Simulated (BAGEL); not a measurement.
**HF/STO-3G (density fitting with qzvpp-jkfit) run of AlNH3SF (SMILES [NH2][Al]([F])[SH])**

Aim: the vertical singlet–triplet gap of AlNH3SF at HF/STO-3G (density fitting with qzvpp-jkfit), from 2 runs. 

The results are computed with BAGEL 1.2.2.

### 1 The molecule

AlNH3SF has 7 atoms, charge 0, and is taken as a singlet. As SMILES, `[NH2][Al]([F])[SH]`. Geometry: relaxed at PBE0-D4/def2-TZVP. This is one conformer, not always the lowest.

Bond lengths: N1–Al2 1.752 Å, Al2–F3 1.648 Å, Al2–S4 2.172 Å, N1–H5 1.007 Å, N1–H6 1.006 Å, S4–H7 1.345 Å. Angles: N1–Al2–F3 119.4°, N1–Al2–S4 121.8°, F3–Al2–S4 118.8°, Al2–N1–H5 124.5°, Al2–N1–H6 124.8°, Al2–S4–H7 91.8°, H5–N1–H6 110.7°.

### 2 The energy at HF/STO-3G (density fitting with qzvpp-jkfit)

job.json

```json
{ "bagel" : [

{
  "title" : "molecule",
  "basis" : "sto-3g",
  "df_basis" : "qzvpp-jkfit",
  "angstrom" : "true",
  "geometry" : [
    { "atom" : "N", "xyz" : [      -0.857100,       0.816800,       0.836500 ] },
    { "atom" : "Al", "xyz" : [       0.369600,      -0.126100,       0.014800 ] },
    { "atom" : "F", "xyz" : [       1.871900,      -0.254700,       0.680200 ] },
    { "atom" : "S", "xyz" : [      -0.032400,      -1.136900,      -1.865300 ] },
    { "atom" : "H", "xyz" : [      -0.715300,       1.300000,       1.708000 ] },
    { "atom" : "H", "xyz" : [      -1.797600,       0.950100,       0.504500 ] },
    { "atom" : "H", "xyz" : [       1.222000,      -1.617300,      -1.924400 ] }
  ]
},

{
  "title" : "hf"
},

{
  "title" : "print",
  "file" : "orbitals.molden",
  "orbitals" : "true"
}

]}
```

Command:

```
$ BAGEL_NUM_THREADS=1 BAGEL job.json > job.out
```

Log:

```text
* using 1 threads per process

  ===============================================================
  ===============================================================

  *** Geometry ***

  { "atom" : "N", "xyz" : [     -1.619684,      1.543528,      1.580756 ] },
  { "atom" : "Al", "xyz" : [      0.698443,     -0.238294,      0.027968 ] },
  { "atom" : "F", "xyz" : [      3.537378,     -0.481313,      1.285392 ] },
  { "atom" : "S", "xyz" : [     -0.061227,     -2.148430,     -3.524906 ] },
  { "atom" : "H", "xyz" : [     -1.351721,      2.456644,      3.227652 ] },
  { "atom" : "H", "xyz" : [     -3.396972,      1.795429,      0.953367 ] },
  { "atom" : "H", "xyz" : [      2.309245,     -3.056254,     -3.636589 ] },

  Number of auxiliary basis functions:      464

  Since a DF basis is specified, we compute 2- and 3-index integrals:
    o Being stored without compression. Storage requirement is 0.004 GB

  Number of basis functions:       31
  Number of electrons      :       48

    * METHOD: MOLECULE                             0.12

  *** RHF ***

  === Nuclear Repulsion ===
   199.3240623080

      * DIIS with orbital gradients will be used.

  === RHF iteration (sto-3g) ===
      0       -785.72621262          0.01616589           0.02
      1       -785.82299373          0.00333204           0.02
      2       -785.82688106          0.00070307           0.02
      3       -785.82715485          0.00015468           0.02
      4       -785.82717007          0.00004908           0.02
      5       -785.82717181          0.00001118           0.02
      6       -785.82717190          0.00000133           0.02
      7       -785.82717190          0.00000030           0.02
      8       -785.82717190          0.00000006           0.02
      9       -785.82717190          0.00000002           0.02
     10       -785.82717190          0.00000000           0.02
    * SCF iteration converged.

    * Permanent dipole moment:
           (    0.115430,    -0.263410,    -0.360411) a.u.

    * METHOD: HF                                   0.26

    * METHOD: PRINT                                0.00

  ===============================================================
```

It took 0.56 s on 1 thread of AMD EPYC 9B14 (Zen 4), shared host.

### 3 The triplet, same level

calc.json

```json
{ "bagel" : [

{
  "title" : "molecule",
  "basis" : "sto-3g",
  "df_basis" : "qzvpp-jkfit",
  "angstrom" : true,
  "geometry" : [
    { "atom" : "N", "xyz" : [      -0.857100,       0.816800,       0.836500 ] },
    { "atom" : "Al", "xyz" : [       0.369600,      -0.126100,       0.014800 ] },
    { "atom" : "F", "xyz" : [       1.871900,      -0.254700,       0.680200 ] },
    { "atom" : "S", "xyz" : [      -0.032400,      -1.136900,      -1.865300 ] },
    { "atom" : "H", "xyz" : [      -0.715300,       1.300000,       1.708000 ] },
    { "atom" : "H", "xyz" : [      -1.797600,       0.950100,       0.504500 ] },
    { "atom" : "H", "xyz" : [       1.222000,      -1.617300,      -1.924400 ] }
  ]
},

{ "title" : "uhf", "nopen" : 2 },

{ "title" : "print", "file" : "orbitals.molden", "orbitals" : true }

]}
```

Command:

```
$ BAGEL_NUM_THREADS=1 BAGEL calc.json > calc.out
```

Log:

```text
* using 1 threads per process

  ===============================================================
  ===============================================================

  *** Geometry ***

  { "atom" : "N", "xyz" : [     -1.619684,      1.543528,      1.580756 ] },
  { "atom" : "Al", "xyz" : [      0.698443,     -0.238294,      0.027968 ] },
  { "atom" : "F", "xyz" : [      3.537378,     -0.481313,      1.285392 ] },
  { "atom" : "S", "xyz" : [     -0.061227,     -2.148430,     -3.524906 ] },
  { "atom" : "H", "xyz" : [     -1.351721,      2.456644,      3.227652 ] },
  { "atom" : "H", "xyz" : [     -3.396972,      1.795429,      0.953367 ] },
  { "atom" : "H", "xyz" : [      2.309245,     -3.056254,     -3.636589 ] },

  Number of auxiliary basis functions:      464

  Since a DF basis is specified, we compute 2- and 3-index integrals:
    o Being stored without compression. Storage requirement is 0.004 GB

  Number of basis functions:       31
  Number of electrons      :       48

    * METHOD: MOLECULE                             0.12

  *** Open-shell HF ***

  === Nuclear Repulsion ===
   199.3240623080

      * DIIS with orbital gradients will be used.

  === UHF iteration (sto-3g) ===
      0       -785.41412577          0.02715970           0.03
      1       -785.51177755          0.00795088           0.03
      2       -785.52943686          0.00551728           0.03
      3       -785.53630969          0.00303574           0.04
      4       -785.54504866          0.00113121           0.03
      5       -785.54620466          0.00032681           0.03
      6       -785.54627405          0.00021382           0.03
      7       -785.54630180          0.00010488           0.03
      8       -785.54630698          0.00002496           0.13
      9       -785.54630989          0.00001038           0.03
     10       -785.54631025          0.00000540           0.03
     11       -785.54631039          0.00000323           0.04
     12       -785.54631045          0.00000174           0.07
     13       -785.54631045          0.00000158           0.04
     14       -785.54631046          0.00000143           0.03
     15       -785.54631047          0.00000118           0.03
     16       -785.54631048          0.00000076           0.03
     17       -785.54631049          0.00000039           0.03
     18       -785.54631049          0.00000021           0.03
     19       -785.54631049          0.00000015           0.04
     20       -785.54631049          0.00000009           0.03
     21       -785.54631049          0.00000006           0.03
     22       -785.54631049          0.00000004           0.04
     23       -785.54631049          0.00000002           0.04
     24       -785.54631049          0.00000001           0.04
     25       -785.54631049          0.00000001           0.03
    * SCF iteration converged.

    * S^2 (UHF) is 2.0115

    * Permanent dipole moment:
           (    0.278153,     0.778524,     1.420945) a.u.

    * METHOD: UHF                                  1.11

    * METHOD: PRINT                                0.00

  ===============================================================
```

Wall time 1.4 s (1 thread of AMD EPYC 9B14 (Zen 4), shared host).

### 4 Summary of results

At HF/STO-3G (density fitting with qzvpp-jkfit):

| quantity | value |
| --- | --- |
| singlet: total energy | -785.82717 Eh |
| singlet: dipole moment | 1.17 D |
| singlet: HOMO energy | -6.77 eV |
| singlet: LUMO energy | 10.05 eV |
| singlet: HOMO–LUMO gap | 16.81 eV |
| triplet: total energy | -785.54631 Eh |
| triplet: dipole moment | 4.18 D |
| triplet: ⟨S²⟩ | 2.011 |
| vertical energy of the triplet above the singlet | 7.643 eV |

At this shape the triplet lies 7.64 eV (737 kJ/mol) above the singlet. In a minimal basis such a difference can be off by several eV, whatever the method.
